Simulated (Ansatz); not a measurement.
# C₂H₄BF: small, medium and large basis sets

How large a basis does C₂H₄BF need? Two functionals are run in growing sets.

The runs use Ansatz 0.2.0, Gaussian basis; one geometry, several basis sets.

The runs, in order: PBE0-D4/def2-SVP; ωB97M-V/def2-SVP; PBE0-D4/def2-QZVPP; ωB97M-V/def2-QZVPP; the functionals' def2-TZVPP values are taken from earlier runs.

### 1 The relaxed structure

All runs share one geometry, relaxed beforehand with PBE0-D4 in a triple-zeta def2 set.

SMILES `FB1CC1`, 8 atoms, charge 0, spin multiplicity 1.

Atoms are counted from 1 here; the program's logs count them from 0.

Bond lengths: F1–B2 1.310 Å, B2–C3 1.510 Å, B2–C4 1.510 Å, C3–C4 1.585 Å, C3–H5 1.087 Å, C3–H6 1.087 Å, C4–H7 1.087 Å, C4–H8 1.087 Å. Angles: F1–B2–C3 148.4°, F1–B2–C4 148.4°, C3–B2–C4 63.3°, B2–C3–C4 58.4°, B2–C3–H5 121.2°, B2–C3–H6 121.2°, C4–C3–H5 116.3°, C4–C3–H6 116.3°, H5–C3–H6 112.5°, B2–C4–C3 58.4°, B2–C4–H7 121.2°, B2–C4–H8 121.2°, C3–C4–H7 116.3°, C3–C4–H8 116.3°, H7–C4–H8 112.5°.

### 2 PBE0-D4 in def2-SVP

Contents of in.yaml:

```yaml
crystal:
  periodic: [false, false, false]
  atoms:
    - {symbol: F, position_ang: [-2.203012, 0.490741, 0.315766]}
    - {symbol: B, position_ang: [-0.937673, 0.206290, 0.131257]}
    - {symbol: C, position_ang: [0.493240, 0.686321, 0.075813]}
    - {symbol: C, position_ang: [0.115236, -0.832251, -0.175071]}
    - {symbol: H, position_ang: [0.869326, 1.236740, -0.782178]}
    - {symbol: H, position_ang: [1.050457, 0.899797, 0.983833]}
    - {symbol: H, position_ang: [0.261481, -1.203929, -1.185535]}
    - {symbol: H, position_ang: [0.443044, -1.541011, 0.580414]}
basis:
  gaussian: {orbitals: def2-SVP}
hamiltonian: {xc: pbe0, dispersion: d4}
output: {orbitals: {seedname: orbitals}}
```

Launch:

```sh
$ ansatz run in.yaml --threads 2 --pin off --events-out ev --progress --plain --max-ram 4352MiB
```

After this run come: ωB97M-V in def2-SVP; PBE0-D4 in def2-QZVPP; ωB97M-V in def2-QZVPP.

**Question.** What will the summary of the whole plan be? Wanted: PBE0-D4: double and triple zeta above quadruple; ωB97M-V: double and triple zeta above quadruple.

As calculated:

| quantity | value |
| --- | --- |
| PBE0-D4: double and triple zeta above quadruple | 6.66, 0.30 eV |
| ωB97M-V: double and triple zeta above quadruple | 6.86, 0.28 eV |

In words: For PBE0-D4 the step from double to triple zeta gains 6.36 eV and the next only 0.30 eV. Total energies overstate the basis error of differences, where much of it tends to cancel.
